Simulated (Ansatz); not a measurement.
**Pt: a line through a two-coordinate scan**

The task here is to estimate one member of a computed series from the others.

The COD entry's cell or inner coordinates are ideal or old and differ from later refinements, so a difference from it is no clean test against experiment.

Program: Ansatz 0.2.0. Level of theory: DFT PBEsol, scalar-relativistic, plane waves, PAW. These are calculated values, not measurements.

56 further runs of the same task are left out: 56 set aside as unsound or not needed.

## Starting point

Symmetry: Fm-3m, No. 225, cubic system. The conventional cell has a = 3.918 Å, b = 3.918 Å, c = 3.918 Å, α = 90.00°, β = 90.00°, γ = 90.00°. Around Pt (site symmetry m-3m) lie 12 Pt at 2.77 Å.

Structure file:

```
CELL_PARAMETERS angstrom
0.00000 1.95897 1.95897
1.95897 0.00000 1.95897
1.95897 1.95897 0.00000
ATOMIC_POSITIONS crystal
Pt 0.00000 0.00000 0.00000
```

It is the result of an earlier relaxation at this level (volume 15.04 Å³/atom; gap on the mesh: none (metal)).

## The scan

The energy is mapped over volume and a fixed ferromagnetic moment.

The axes are (1) volume per atom: 9 values from 12.33 to 17.74 Å³; (2) total spin moment of the cell, held fixed: 11 values from 0.00 to 0.50 μB.

Nothing else is relaxed (shape and fractional coordinates fixed). Points are written as (first, second).

Set-up of the first run:

The input, input.yaml:

```yaml
crystal:
  lattice:
    - [0.0, 1.8665426505, 1.8665426505]
    - [1.8665426505, 0.0, 1.8665426505]
    - [1.8665426505, 1.8665426505, 0.0]
  atoms:
    - { symbol: Pt, position: [0.0, 0.0, 0.0], spin: 0.3 }
basis:
  ecutwfc: 420
kpoints:
  mp_grid: { grid: [22, 22, 22] }
hamiltonian:
  xc: pbesol
  pseudopotentials: { kind: paw, azcp: { folder: soft_1 } }
scf:
  occupations: { method: gaussian, width: 0.15 }
  lower_state_search: "off"
output:
  forces: true
  stress: true
  eigenvalues: true
  populations: true
magnetization:
  spin_polarized: true
  initial_magnetization: 0.3
  spin_locking: { lock_magnetization: hard }
```

Launch:

```
$ ansatz run input.yaml --threads 1 --pin off --max-ram 2048MiB --backend cpu --events-out ev --progress --plain --runs-dir out
```

Among the steps run: The run at (13.01 Å³, 0.30 μB); The run at (13.68 Å³, 0.30 μB); The run at (14.36 Å³, 0.30 μB); Point (15.71 Å³, 0.30 μB); The run at (16.39 Å³, 0.30 μB); The run at (17.07 Å³, 0.30 μB); The run at (17.74 Å³, 0.30 μB).

One of the session's tables, all rows but one given; the rest of the session is left out.

It belongs to the step «The line in numbers». 

```
volume per atom (Å³)  energy (meV/atom)  pressure (GPa)  absolute magnetic moment (μB per cell)
               12.33                675              97                                   0.302
               13.01                342              62                                   0.303
               13.68                139              36                                   0.304
               14.36                  ?               ?                                       ?
               15.04                  0               1                                   0.306
               15.71                 23             −11                                   0.307
               16.39                 87             −19                                   0.309
               17.07                182             −25                                   0.310
               17.74                299             −30                                   0.311
```

Estimate the missing values for volume per atom (Å³) = 14.36.

Worked estimate for «energy (meV/atom)». A straight line through the neighbours (13.68, 139) and (15.04, 0) gives 139 + (0 − 139) × (14.36 − 13.68) / (15.04 − 13.68) = 70; a parabola fitted to 4 rows on both sides gives 31.

**Answer.** energy (meV/atom): 33; pressure (GPa): 16; absolute magnetic moment (μB per cell): 0.305. In «energy (meV/atom)» the line misses by +37 and the parabola by -2.

Energies count from the lowest point of the line. Rows without a step come from runs not printed here or follow by symmetry.

In words: Along the line the energy is lowest at 15.04 Å³. Three points round the minimum, joined by a parabola, put the minimum at 15.095 Å³, with a curvature of about 120 meV/atom per (Å³)². The well is lopsided: two grid steps out, the energy rises by 139 meV/atom towards smaller values and 87 meV/atom towards larger ones. The highest point computed, at 12.33 Å³, lies 675 meV/atom above the lowest.

To keep in mind: Warnings in the runs' records: pseudo functional mismatch, stress scf threshold loose.
